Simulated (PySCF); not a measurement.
# C₉H₁₀: magnetic properties

Wanted: magnetic properties for C₉H₁₀ (`CCc1cccc2c1C2`).

Computed with PySCF 2.14.0 and routines of our own; the level stands in each step. Atoms count from 0.

## 1. The system as given

19 atoms, charge 0, multiplicity 1; geometry from: GFN2-xTB.

## 2. Magnetic properties: GIAO BHandHLYP/pcSseg-1

What the job is given:

```
{"job": {"kind": "mag", "xc": "BHandHLYP", "basis": "pcSseg-1", "isotopologues": 0}, "charge": 0, "multiplicity": 1}
C      2.461250     0.834974    -0.326025
C      1.665074     0.241724     0.837785
C      0.302003    -0.186451     0.380256
C      0.026661    -1.505104    -0.052083
C     -1.210920    -1.912317    -0.512325
C     -2.318507    -1.043515    -0.596908
C     -2.026817     0.212302    -0.178982
C     -0.791470     0.614812     0.279419
C     -1.880618     1.630431     0.249748
H      1.943855     1.700351    -0.734107
H      3.448996     1.145811     0.006888
H      2.576974     0.100196    -1.119894
H      1.567063     0.991454     1.625660
H      2.202299    -0.617309     1.244773
H      0.828037    -2.229771    -0.013575
H     -1.338001    -2.940598    -0.819132
H     -3.277907    -1.381728    -0.958551
H     -2.332867     1.944630     1.184545
H     -1.854908     2.409360    -0.504955
```

Level: GIAO BHandHLYP/pcSseg-1 magnetisability, rotational g tensor and spin-rotation constants, non-relativistic, gas phase.

The run is started by

```console
$ OMP_NUM_THREADS=1 python excited_run.py task.json out
```

This one command runs all jobs of the session in turn.

What it wrote:

```text
coarse grid: 15976 points
cycle   1  E = -348.5219798283  dE =  2.056e+00  |g| = 3.384e-01  |ddm| = 4.286e+00
cycle   2  E = -348.5508990036  dE = -2.892e-02  |g| = 1.924e-01  |ddm| = 8.394e-01
cycle   3  E = -348.5598661012  dE = -8.967e-03  |g| = 5.679e-02  |ddm| = 2.768e-01
cycle   4  E = -348.5606824023  dE = -8.163e-04  |g| = 1.100e-02  |ddm| = 8.814e-02
cycle   5  E = -348.5607109544  dE = -2.855e-05  |g| = 2.378e-03  |ddm| = 1.023e-02
cycle   6  E = -348.5607124359  dE = -1.482e-06  |g| = 6.001e-04  |ddm| = 4.051e-03
final grid: 154592 points
cycle   7  E = -348.6110088798  dE = -2.336e-05  |g| = 3.237e-03  |ddm| = 3.039e-02
cycle   8  E = -348.6110100822  dE = -1.202e-06  |g| = 2.506e-03  |ddm| = 6.392e-03
cycle   9  E = -348.6110116626  dE = -1.580e-06  |g| = 1.912e-04  |ddm| = 2.351e-03
cycle  10  E = -348.6110116672  dE = -4.663e-09  |g| = 1.532e-04  |ddm| = 3.789e-04
cycle  11  E = -348.6110116732  dE = -5.940e-09  |g| = 3.899e-05  |ddm| = 2.086e-04
cycle  12  E = -348.6110116736  dE = -4.432e-10  |g| = 9.699e-06  |ddm| = 5.209e-05
converged SCF energy = -348.6110116736

Magnetisability tensor (1e-30 J/T^2)
    -1189.70     -101.84      288.64
     -101.84    -1125.70      274.08
      288.64      274.08    -2062.01
isotropic -1459.14   principal values   -2226.26  -1108.19  -1042.96
isotropic susceptibility -87.871 1e-6 cm^3/mol

Inertial axes            a          b          c
rot. const./GHz      2.8495     1.3994     1.0220
chi total           -69.889    -62.898   -130.827
chi diamagnetic    -552.313  -1001.274  -1323.513
chi paramagnetic    482.424    938.376   1192.686
quadrupole/D A        2.109      4.098     -6.206
g nuclear            0.6117     0.5948     0.5920
g electronic        -0.6458    -0.6169    -0.5726
g total             -0.0341    -0.0221     0.0194

Spin-rotation constants (kHz, H = +C I.J)
atom  isotope        aa         bb         cc
  9     1H       -0.269     -0.035     -0.080
 10     1H        0.062     -0.157     -0.106
 11     1H       -0.304     -0.045     -0.061
 12     1H       -0.270     -0.029     -0.055
 13     1H       -0.224     -0.027     -0.077
 14     1H       -0.100      0.057     -0.102
 15     1H       -0.211      0.111     -0.099
 16     1H        0.256     -0.134     -0.088
 17     1H       -0.285     -0.061     -0.019
 18     1H       -0.302     -0.050     -0.020
  0    13C*       0.391      0.216      0.149
  1    13C*       0.430      0.225      0.177
  2    13C*       1.231      0.604      0.123
  3    13C*       1.110      0.615      0.141
  4    13C*       1.058      0.659      0.128
  5    13C*       1.176      0.496      0.115
  6    13C*       1.011      0.816      0.033
  7    13C*       1.045      0.769      0.037
  8    13C*       0.407      0.293      0.079
* in the singly substituted isotopologue
```

It took 39 s on 1 thread of Intel Xeon 6975P-C, shared host; peak memory 0.98 GiB.

Key values:

```tsv
quantity	value
magnetisability	-1459·10⁻³⁰ J/T²
molar susceptibility	-87.9·10⁻⁶ cm³/mol
rotational g (a, b, c)	-0.0341, -0.0221, 0.0194
```

## 3. Magnetic properties: GIAO KT3/def2-SVP

Settings changed since step 2:

```diff
@@ -1,2 +1,2 @@
-{"job": {"kind": "mag", "xc": "BHandHLYP", "basis": "pcSseg-1", "isotopologues": 0}, "charge": 0, "multiplicity": 1}
+{"job": {"kind": "mag", "xc": "KT3", "basis": "def2-SVP"}, "charge": 0, "multiplicity": 1}
 C      2.461250     0.834974    -0.326025
```

Method: GIAO KT3/def2-SVP magnetisability, rotational g tensor and spin-rotation constants, non-relativistic, gas phase.

What it wrote:

```text
coarse grid: 15976 points
cycle   1  E = -354.3351936930  dE =  1.211e+00  |g| = 5.226e-01  |ddm| = 5.209e+00
cycle   2  E = -354.2778963678  dE =  5.730e-02  |g| = 7.003e-01  |ddm| = 2.149e+00
cycle   3  E = -354.4203090271  dE = -1.424e-01  |g| = 6.618e-02  |ddm| = 1.391e+00
cycle   4  E = -354.4208013811  dE = -4.924e-04  |g| = 5.121e-02  |ddm| = 1.679e-01
cycle   5  E = -354.4214864213  dE = -6.850e-04  |g| = 1.639e-02  |ddm| = 7.782e-02
cycle   6  E = -354.4215573948  dE = -7.097e-05  |g| = 4.991e-03  |ddm| = 2.510e-02
cycle   7  E = -354.4215637986  dE = -6.404e-06  |g| = 1.103e-03  |ddm| = 6.933e-03
final grid: 154592 points
cycle   8  E = -354.4119907270  dE = -8.809e-05  |g| = 5.470e-03  |ddm| = 1.138e-01
cycle   9  E = -354.4119804259  dE =  1.030e-05  |g| = 8.014e-03  |ddm| = 2.081e-02
cycle  10  E = -354.4119981875  dE = -1.776e-05  |g| = 1.843e-03  |ddm| = 1.531e-02
cycle  11  E = -354.4119991556  dE = -9.681e-07  |g| = 5.097e-04  |ddm| = 2.878e-03
cycle  12  E = -354.4119992224  dE = -6.681e-08  |g| = 1.923e-04  |ddm| = 9.246e-04
cycle  13  E = -354.4119992323  dE = -9.870e-09  |g| = 4.283e-05  |ddm| = 2.972e-04
cycle  14  E = -354.4119992324  dE = -1.936e-10  |g| = 3.396e-05  |ddm| = 9.603e-05
cycle  15  E = -354.4119992328  dE = -3.369e-10  |g| = 5.075e-06  |ddm| = 4.778e-05
converged SCF energy = -354.4119992328

Magnetisability tensor (1e-30 J/T^2)
    -1139.55      -93.73      277.93
      -93.73    -1090.88      262.19
      277.93      262.19    -1983.13
isotropic -1404.52   principal values   -2140.17  -1060.70  -1012.69
isotropic susceptibility -84.582 1e-6 cm^3/mol

Inertial axes            a          b          c
rot. const./GHz      2.8495     1.3994     1.0220
chi total           -66.869    -61.075   -125.802
chi diamagnetic    -550.221   -998.951  -1322.459
chi paramagnetic    483.353    937.876   1196.657
quadrupole/D A        1.652      3.249     -4.901
g nuclear            0.6117     0.5948     0.5920
g electronic        -0.6471    -0.6166    -0.5746
g total             -0.0353    -0.0218     0.0175

Spin-rotation constants (kHz, H = +C I.J)
atom  isotope        aa         bb         cc
  9     1H       -0.270     -0.034     -0.079
 10     1H        0.074     -0.159     -0.107
 11     1H       -0.305     -0.045     -0.060
 12     1H       -0.271     -0.025     -0.055
 13     1H       -0.222     -0.023     -0.078
 14     1H       -0.098      0.057     -0.104
 15     1H       -0.212      0.110     -0.101
 16     1H        0.254     -0.135     -0.090
 17     1H       -0.286     -0.062     -0.019
 18     1H       -0.304     -0.051     -0.020
  0    13C*       0.360      0.197      0.137
  1    13C*       0.405      0.209      0.166
  2    13C*       1.042      0.533      0.117
  3    13C*       0.987      0.530      0.130
  4    13C*       0.946      0.561      0.117
  5    13C*       0.996      0.441      0.105
  6    13C*       0.907      0.686      0.035
  7    13C*       0.950      0.647      0.038
  8    13C*       0.371      0.272      0.075
* in the singly substituted isotopologue
```

Wall time 47 s (1 thread of Intel Xeon 6975P-C, shared host); peak memory 0.7 GiB.

Key values:

```tsv
quantity	value
magnetisability	-1405·10⁻³⁰ J/T²
molar susceptibility	-84.6·10⁻⁶ cm³/mol
rotational g (a, b, c)	-0.0353, -0.0218, 0.0175
```

## 4. Magnetic properties side by side

```tsv
level	ξ (10⁻³⁰ J/T²)	g(a)	g(b)	gap (eV)	functions	time
GIAO BHandHLYP/pcSseg-1	-1459	-0.0341	-0.0221	8.40	203	39 s
GIAO KT3/def2-SVP	-1405	-0.0353	-0.0218	4.75	176	47 s
```

## 5. Results

| quantity | value |
| --- | --- |
| magnetisability (step 2, GIAO BHandHLYP/pcSseg-1) | -1459·10⁻³⁰ J/T² |
| molar susceptibility (step 2, GIAO BHandHLYP/pcSseg-1) | -87.9·10⁻⁶ cm³/mol |
| rotational g (a, b, c) (step 2, GIAO BHandHLYP/pcSseg-1) | -0.0341, -0.0221, 0.0194 |
| magnetisability over the levels | -1459 to -1405·10⁻³⁰ J/T² |

What this shows: The magnetisability spreads by 3.8 % over 2 levels of like cost. Two levels can agree by chance, so this spread shows no convergence. Vibrational averaging and real surroundings are missing from these values.
